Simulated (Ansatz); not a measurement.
## Zr₃Cu, space group Pm-3m: an equation of state with a fit, step by step

Program: the Ansatz DFT code, driven from Python.

At the Python prompt:
```pycon
>>> import ansatz as az
>>> from ase.eos import EquationOfState
>>> from ase.units import GPa
>>> import numpy as np
>>> vectors0 = np.array([
...     [4.31152, 0.0, 0.0],
...     [0.0, 4.31152, 0.0],
...     [0.0, 0.0, 4.31152],
... ])
>>> sites = [
...     ("Zr", (0.5, 0.5, 0.0)),
...     ("Zr", (0.5, 0.0, 0.5)),
...     ("Zr", (0.0, 0.5, 0.5)),
...     ("Cu", (0.0, 0.0, 0.0)),
... ]
>>> def on_lattice(cell):
...     crystal = az.Crystal(lattice=az.Lattice.of(cell))
...     for symbol, position in sites:
...         crystal = crystal.atom(symbol, position)
...     return crystal
...
>>> # scale the volume, keep shape and fractions
>>> volumes, energies, pressures = [], [], []
>>> for scale in np.linspace(0.94, 1.06, 7):
...     cell = vectors0 * scale ** (1 / 3)
...     calculation = on_lattice(cell).calculation()
...     calculation = calculation.occupations("Fermi-Dirac", width=0.1)
...     calculation = calculation.basis(24 * az.Ha)
...     calculation = calculation.functional(az.Functional.R2SCAN)
...     calculation = calculation.kpoints(6, 6, 6)
...     calculation = calculation.stress()
...     rep = calculation.run(threads=1, pin="off").report
...     volumes.append(abs(np.linalg.det(cell)) / len(sites))
...     energies.append(rep["free_energy_ev"] / len(sites))
...     pressures.append(np.trace(rep["stress_gpa"]) / 3)
...     print(f"V = {volumes[-1]:8.4f} A^3/atom  F = {energies[-1]:.5f} eV/atom  P = {pressures[-1]:8.3f} GPa")
...
V =  18.8347 A^3/atom  F = -4804.01521 eV/atom  P =    6.105 GPa
V =  19.2355 A^3/atom  F = -4804.02736 eV/atom  P =    3.648 GPa
V =  19.6362 A^3/atom  F = -4804.03365 eV/atom  P =    1.414 GPa
V =  20.0369 A^3/atom  F = -4804.03460 eV/atom  P =   -0.619 GPa
V =  20.4377 A^3/atom  F = -4804.03070 eV/atom  P =   -2.471 GPa
V =  20.8384 A^3/atom  F = -4804.02238 eV/atom  P =   -4.157 GPa
V =  21.2391 A^3/atom  F = -4804.01003 eV/atom  P =   -5.692 GPa
>>> eos = EquationOfState(volumes, energies, eos="murnaghan")
>>> v0, e0, bulk = eos.fit()
>>> print(f"V0 = {v0:.4f} A^3/atom, E0 = {e0:.5f} eV/atom, B = {bulk / GPa:.1f} GPa")
V0 = 19.9107 A^3/atom, E0 = -4804.03484 eV/atom, B = 99.1 GPa
>>> eos.plot("eos.png")
<Axes: title={'center': 'murnaghan: E: -4804.035 eV, V: 19.911 Å$^3$, B: 99.133 GPa'}, xlabel='volume [Å$^3$]', ylabel='energy [eV]'>
```

A third-order Birch-Murnaghan fit through the 7 points (the script's own form differs a little) has its minimum at 19.91 Å³ an atom, 0.6 % below the typed cell, with a bulk modulus of 99 GPa and dB/dP = 3.7. From that minimum the energy rises by 19.6 meV an atom on the compressed side and 24.8 meV on the expanded side.

Caveats:
- Absolute energies stand on the zero of these potentials, so only differences at equal settings mean something.
- For a metal this k-point mesh is coarse: on a finer one energies can move by several to tens of meV an atom and pressures by half a GPa or more, differences at one mesh by less.
- Pressure is positive in compression.
- The structure comes from a database of computed cells and needn't be a stable or known phase.
- Timing: 50 s on 1 thread of Intel(R) Xeon(R) Processor @ 2.30GHz, on a shared host, peak memory 0.9 GiB.
